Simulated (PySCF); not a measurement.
# Accurate constants of InP, step by step

An exercise on one series of results from a longer session: the logs are not shown, and one member is left open.

Computed with PySCF 2.14.0. Level: CCSD(T) on ROHF, scalar-relativistic core potentials.

Set-up of the first run:

```
molecule             : InP
state                : triplet, unpaired electrons π ↑↑
smaller basis        : In cc-pwCVDZ-PP with ECP28, P aug-cc-pV(D+d)Z
larger basis         : In cc-pwCVTZ-PP with ECP28, P aug-cc-pV(T+d)Z
frozen core orbitals : 9
extrapolation        : correlation as n⁻³ (n = 2, 3), Hartree–Fock as (n+1)·exp(−9√n)
corrections          : none
distances (Å)        : 2.3426, 2.4490, 2.5555, 2.6620, 2.7685, 2.9016, 3.0347
masses (u)           : 114.9039, 30.9738
dissociation limit   : In + P
```

Run with:

```sh
$ OMP_NUM_THREADS=4 python comp.py task.json out
```

Steps of the session up to this table: Coupled cluster at each distance.

One table of the session follows, with a row left open; its other results are not shown here.

It belongs to the step «Coupled cluster at each distance». Parts of the energy along the bond, in eV from In + P:

```
 R (Å)  HF/CBS  CCSD corr.      (T)
2.3426  -0.352      -1.026  -0.1109
2.4490  -0.627      -0.995  -0.1115
2.5555  -0.762      -0.973  -0.1134
2.6620  -0.798      -0.956  -0.1161
2.7685       ?           ?        ?
2.9016  -0.660      -0.935  -0.1247
3.0347  -0.509      -0.931  -0.1307
```

Q: Estimate the row for R (Å) = 2.7685 from the others.

Worked estimate for «HF/CBS». A straight line through the neighbours (2.6620, -0.798) and (2.9016, -0.660) gives -0.798 + (-0.660 + 0.798) × (2.7685 − 2.6620) / (2.9016 − 2.6620) = -0.737; a parabola fitted to 4 rows on both sides gives -0.763.

As computed: HF/CBS: -0.765; CCSD corr.: -0.944; (T): -0.1195. In «HF/CBS» the line misses by +0.028 and the parabola by +0.002.

Caveats from the session: An extrapolation from double and triple zeta is rough, so this isn't yet the limit.
